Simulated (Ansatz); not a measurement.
Run this with the Python package of Ansatz (0.2.0) and show what comes out.

Contents of `POSCAR_vco`:
```text
VCo
1.0
   2.89042773    0.00000000    0.00000000
   0.00000000    2.89042773    0.00000000
   0.00000000    0.00000000    2.89042773
V Co
1 1
Direct
   0.00000000    0.00000000    0.00000000
   0.50000000    0.50000000    0.50000000
```

Script `vco_analyse.py`:
```python
from pathlib import Path
import itertools

import ansatz as az
from ase.data import atomic_numbers
from ase.io import read
import numpy as np
from pymatgen.core import Structure
import spglib

FUNCTIONAL = "r2SCAN"
SMEARING = "gaussian"
WIDTH_EV = 0.15
BETA = 0.2
CUTOFF = 550

atoms = read("POSCAR_vco", format="vasp")
vco = az.Crystal.from_ase(atoms).moments(V=1.5, Co=-2.5)

base = (
    vco.calculation()
    .spin(az.SpinTreatment.COLLINEAR)
    .functional(FUNCTIONAL)
    .occupations(SMEARING, width=WIDTH_EV)
    .mixing("msr1", beta=BETA)
    .basis(CUTOFF)
    .kpoints(6, center="monkhorst-pack")
    .density()
    .potential()
    .output_files(volumetric_format=["xsf", "npy"])
    .band_table()
)
session = base.session()
planned = session.plan(threads=1)
out = planned.execute()
r = out.report

n_atoms = len(r["lattice"]["sites"])
print("F =", round(r["free_energy_ev"], 4), "eV for", n_atoms, "atoms")
print("E(sigma -> 0) =", round(r["energy_sigma0_ev"], 4), "eV, TS =", round(r["entropy_ts_ev"], 5), "eV")
print("closed by", r["closed_by"], "after", r["n_iterations"], "iterations")

spg_cell = (out.lattice.cell_ang, [s.position_frac for s in out.lattice.sites], [atomic_numbers[s.symbol] for s in out.lattice.sites])
found = spglib.get_symmetry_dataset(spg_cell, symprec=1e-3)
print(found.international, found.number, "point group", found.pointgroup)
for site, letter, group in zip(out.lattice.sites, found.wyckoffs, found.site_symmetry_symbols):
    print(f"  {site.symbol:2s} Wyckoff {letter}  site symmetry {group}")

print(f"net moment {r['magnetization_mub']:.3f} muB, absolute {r['absolute_magnetization_mub']:.3f} muB")
for index, (site, m) in enumerate(zip(out.lattice.sites, r["site_moments_mub"])):
    print(f"  {index:2d} {site.symbol:2s} {m:7.3f}")

folder = Path(out.write_results("volumes"))
print(sorted(path.name for path in folder.iterdir()))
head = (folder / "rho.xsf").read_text().split("BEGIN_BLOCK")[0]
print(head)

table = np.array(r["eigenvalues_ev"]) - r["fermi_energy_ev"]
filling = np.array(r["occupations"])
weights = np.tile(r["kweights"], len(table) // len(r["kweights"]))
print("band   lowest  highest (eV from E_F)  electrons")
for band in range(table.shape[1]):
    if table[:, band].max() > -8:
        print(f"{band + 1:4d} {table[:, band].min():8.3f} {table[:, band].max():8.3f} {weights @ filling[:, band]:18.4f}")
print("electrons counted from the table:", round(float(weights @ filling.sum(axis=1)), 5))

rho = out.density()
total = sum(channel.density_e_per_ang3 for channel in rho.channels[:2])
grid_cell = np.asarray(rho.fft_grid_basis) @ out.lattice.cell_ang
mesh = np.stack(np.meshgrid(*[np.arange(n) / n for n in rho.dims], indexing="ij"), axis=-1)
for site in out.lattice.sites:
    offset = mesh - site.position_ang @ np.linalg.inv(grid_cell)
    offset -= offset.round()
    distance = np.min([np.linalg.norm((offset + shift) @ grid_cell, axis=-1) for shift in itertools.product((-1, 0, 1), repeat=3)], axis=0)
    inside = [total[distance < radius].sum() * rho.cell_volume_ang3 / total.size for radius in (0.8, 1.0, 1.2)]
    print(site.symbol, "electrons within 0.8, 1.0, 1.2 A:", np.round(inside, 2))

final = Structure(out.lattice.cell_ang, [s.symbol for s in out.lattice.sites], [s.position_frac for s in out.lattice.sites])
for index, (site, neighbours) in enumerate(zip(final, final.get_all_neighbors(5.5))):
    first = min(n.nn_distance for n in neighbours)
    shell = [n for n in neighbours if n.nn_distance < 1.2 * first]
    mean = sum(n.nn_distance for n in shell) / len(shell)
    print(f"atom {index} {site.specie.symbol}: {len(shell)} neighbours within 1.2 of the shortest distance, mean {mean:.3f} A")
```

```console
$ python vco_analyse.py
RunWarning: the starting moments were not kept: 1 of 2 ended reversed and 1 kept their direction, counting a site from 0.1 μB. The largest reversed, site 0 (counted from 0, in the order of the report's site_moments_mub), started with +1.5 μB and closes at -4.4e-1 μB in its sphere. The SCF closed on another magnetic arrangement than the starting moments describe; that does not show which of the two is lower. To try another start: change the starting moments (crystal.atoms[].spin, [...]
F = -8048.9282 eV for 2 atoms
E(sigma -> 0) = -8048.923 eV, TS = 0.01041 eV
closed by deck_thresholds after 16 iterations
Pm-3m 221 point group m-3m
  V  Wyckoff a  site symmetry m-3m
  Co Wyckoff b  site symmetry m-3m
net moment -1.931 muB, absolute 2.180 muB
   0 V   -0.440
   1 Co  -1.577
['fields.json', 'rho.npy', 'rho.xsf', 'rho_spin.npy', 'rho_spin.xsf', 'rho_z.tsv', 'v_es.npy', 'v_es.xsf', 'v_tot_dn.npy', 'v_tot_dn.xsf', 'v_tot_up.npy', 'v_tot_up.xsf', 'v_z.tsv']
CRYSTAL
PRIMVEC
    2.890428    0.000000    0.000000
    0.000000    2.890428    0.000000
    0.000000    0.000000    2.890428
PRIMCOORD
    2    1
   23    0.000000    0.000000    0.000000
   27    1.445214    1.445214    1.445214

band   lowest  highest (eV from E_F)  electrons
   9   -8.319   -2.995             2.0000
  10   -5.123   -2.309             2.0000
  11   -5.123   -1.892             2.0000
  12   -3.430   -1.457             2.0000
  13   -3.148   -0.646             2.0000
  14   -3.074   -0.573             2.0000
  15   -1.666    1.744             1.0344
  16   -1.666    1.812             0.9592
  17    0.208    2.932             0.0064
  18    0.699    2.932             0.0000
  19    1.428    6.390             0.0000
  20    3.195    9.716             0.0000
  21    7.968   14.138             0.0000
electrons counted from the table: 30.0
V electrons within 0.8, 1.0, 1.2 A: [ 9.11 10.32 11.31]
Co electrons within 0.8, 1.0, 1.2 A: [13.63 14.93 16.04]
atom 0 V: 14 neighbours within 1.2 of the shortest distance, mean 2.669 A
atom 1 Co: 14 neighbours within 1.2 of the shortest distance, mean 2.669 A
```
(Warnings from the package without file and line, shortened.)

Reading the output:
- The settings weren't tested for convergence.
- The SCF didn't keep the moments it started from (some shrank, vanished or turned); what is printed is the state reached.
- The fields are valence quantities on the plane-wave grid; their values near the nuclei depend on the potentials.
- This cell is a computed structure, which may not be the phase found in nature.
- Gaps and levels are Kohn-Sham values on a finite set of k-points.
- Hardware and time: 7.2 s on 1 thread of Arm Neoverse V1, with other jobs on the host, peak memory 0.48 GiB.

(Lines on the test bed's own set-up are left out of the output.)
